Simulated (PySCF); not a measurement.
# LiCa+: from the state search to spectroscopic constants

An exercise on one series of results from a longer session: the logs are not shown, and one member is left open.

The runs use PySCF 2.14.0; Li 3-21G, Ca 3-21G, no relativity.

Set-up of the first run:

Settings of the job:

| Item | Value |
| --- | --- |
| atoms | Li, Ca |
| charge | 1 |
| basis | Li 3-21G, Ca 3-21G |
| Hamiltonian | no relativity |
| basis functions | 26 |
| electrons treated | 22 |
| masses in u | 7.0160, 39.9626 |
| levels | PBE0, PBE, r²SCAN, revPBE, PBEsol, TPSS, HSE06, HF, MP2, SCS-MP2, CCSD, CCSD(T) |
| grid | 80 radial by 434 angular points |
| occupations | held fixed by the projection of orbital angular momentum |
| dissociation limit | Li+ + Ca, each in its ground configuration |
| starting distance in angstrom | 2.975 |
| values of 2S to try | 0, 2 |

Among the steps run: The job; The PBE0 curve of the state that the search chose; Other states along the same grid; PBE (GGA); r²SCAN (meta-GGA); revPBE (GGA); PBEsol; TPSS; HSE06; RHF (mean field); Correlated methods on the Hartree–Fock reference.

One of the session's tables, all rows but one given; the rest of the session is left out.

It belongs to the step «Constants by level of theory». Differences from CCSD(T) in the same basis:

```
      level  Re (mÅ)  ωe (%)
        RHF      -13    +3.4
    RHF-MP2      -12    +2.0
RHF-SCS-MP2      -12    +1.7
   RHF-CCSD        0     0.0
        PBE      -89    +4.3
     PBEsol      -84    +3.8
     revPBE        ?       ?
       TPSS      -76    +6.3
     r²SCAN      -51    +4.0
       PBE0      -92    +6.7
      HSE06      -91    +6.1
```

**Question.** Estimate the row for revPBE.

As computed: Re (mÅ): -68; ωe (%): +3.6. In the column «Re (mÅ)» it lies between TPSS (-76) and r²SCAN (-51).
